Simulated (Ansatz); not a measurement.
# NiTe2: a single-point run

The task is a single-point run on NiTe2. The structure is shown as the input types it. The cell is built on a prototype (CdCl2 type) and needn't be the phase found in nature.

Method: density functional or hybrid calculation with the settings of its input, plane waves (as first typed), in Ansatz 0.2.0.

3 further runs of the same task are left out: 3 that didn't finish.

## (1) The system as given

The structure is trigonal, space group R-3m (No. 166). Conventional cell: a = 3.762 Å, b = 3.762 Å, c = 17.390 Å, α = 90.00°, β = 90.00°, γ = 120.00°. Ni (site symmetry -3m) is surrounded by 6 Te at 2.56 Å. Te (site symmetry 3m) is surrounded by 3 Ni at 2.56 Å.

As a file:

```xyz
3
Lattice="1.8812 1.0861 5.7965 -1.8812 1.0861 5.7965 0.0000 -2.1722 5.7965" Properties=species:S:1:pos:R:3 pbc="T T T"
Ni    0.0000    0.0000    0.0000
Te    0.0000    0.0000    4.4454
Te    0.0000    0.0000   12.9441
```

## (2) Running it

File input.yaml:

```yaml
crystal:
  lattice:
    - [1.8812090434, 1.0861165476, 5.7965095931]
    - [-1.8812090434, 1.0861165476, 5.7965095931]
    - [0.0, -2.1722330952, 5.7965095931]
  atoms:
    - { symbol: Ni, position: [0.0, 0.0, 0.0] }
    - { symbol: Te, position: [0.2556360969, 0.2556360969, 0.2556360969] }
    - { symbol: Te, position: [0.7443639031, 0.7443639031, 0.7443639031] }
kpoints:
  mp_grid: { grid: [6, 6, 6] }
hamiltonian:
  xc: r2scan
scf:
  occupations: { method: fermi_dirac, width: 0.02 }
  n_extra_bands: 4
  max_iter: 58
output:
  forces: true
  stress: true
  eigenvalues: true
basis:
  ecutrho_ratio: 1
```

Started as:

```console
$ ansatz run input.yaml --threads 4 --pin off --max-ram 3686MiB --backend cpu --events-out ev --progress --plain --runs-dir out
```

Q: Will this input give a usable result? If not, why, and what should change?

The program finished normally, with warnings (cutoff below recommended). Its log warns: «basis.ecutrho_ratio = 1 (ecutrho = 500 eV) is below the records' recommended 2000 eV»

The suspect setting: basis.ecutrho_ratio is 1. The grid or cutoff for the density and potential is too coarse for the wavefunction basis: a density holds Fourier components up to twice the waves' wavevector.

To check: delete basis.ecutrho_ratio (the default then holds).
